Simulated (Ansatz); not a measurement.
# NaTlS2: the cell at several levels of theory

One table from this session's results is given with a row withheld; the runs are named, their logs left out.

The runs shown are made with Ansatz 0.2.0. PAW datasets, plane waves, zero pressure. The calculation is spin-unpolarised, and the structure need not be a phase that has been made.

## The cell

This is the cell as the run starts from it, not yet at rest; its lengths are not the crystal's.

Space group P-4m2 (No. 115), tetragonal; conventional cell a = 4.062 Å, c = 5.745 Å, 23.70 Å³ an atom. Around Na lie 4 S at 2.49 Å; around S lie 2 Na at 2.49 Å and 2 Tl at 2.49 Å; around Tl lie 4 S at 2.49 Å.

As a file:

```xyz
4
Lattice="4.0622 0.0000 0.0000 0.0000 4.0622 0.0000 0.0000 0.0000 5.7448" Properties=species:S:1:pos:R:3 pbc="T T T"
Na    0.0000    0.0000    0.0000
S     0.0000    2.0311    1.4362
Tl    2.0311    2.0311    2.8724
S     2.0311    0.0000    4.3086
```

The first run:

File input.yaml:

```yaml
crystal:
  lattice:
    - [4.0621521398, 0.0, 0.0]
    - [0.0, 4.0621521398, 0.0]
    - [0.0, 0.0, 5.7447506485]
  atoms:
    - { symbol: Na, position: [0.0, 0.0, 0.0] }
    - { symbol: S, position: [0.0, 0.5, 0.25] }
    - { symbol: Tl, position: [0.5, 0.5, 0.5] }
    - { symbol: S, position: [0.5, 0.0, 0.75] }
kpoints:
  mp_grid: { grid: [6, 6, 4] }
hamiltonian:
  xc: pbe
scf:
  occupations: { method: fermi_dirac, width: 0.02 }
relax:
  f_tol: 0.005
  cell: {}
```

The run is started by

```bash
ansatz run input.yaml --threads 2 --pin off --max-ram 2211MiB --backend cpu --events-out ev --progress --plain --runs-dir out
```

Among the steps run: Relaxing with PBE; r2SCAN: cell and atoms; Relaxing with PBEsol; LDA: cell and atoms; Relaxing with HSE06.

One of the session's tables, all rows but one given; the rest of the session is left out.

| level | a (Å) | c (Å) | volume (Å³/atom) |
| --- | --- | --- | --- |
| PBE | 4.163 | 6.672 | 28.904 |
| r2SCAN | 4.104 | 6.639 | 27.961 |
| PBEsol | 4.083 | 6.630 | 27.637 |
| LDA | ? | ? | ? |
| HSE06 | 4.107 | 6.626 | 27.941 |

**Question.** Estimate the row for LDA.

**Answer.** a (Å): 4.031; c (Å): 6.530; volume (Å³/atom): 26.527. In the column «a (Å)» it is the lowest.

LDA gives the smallest cell and PBE the largest; they differ by 9.0 % in volume, a mean of 2.9 % in length. The meshes differ: PBE 6×6×4, r2SCAN 6×6×4, PBEsol 6×6×4, LDA 6×6×4, HSE06 4×4×2.
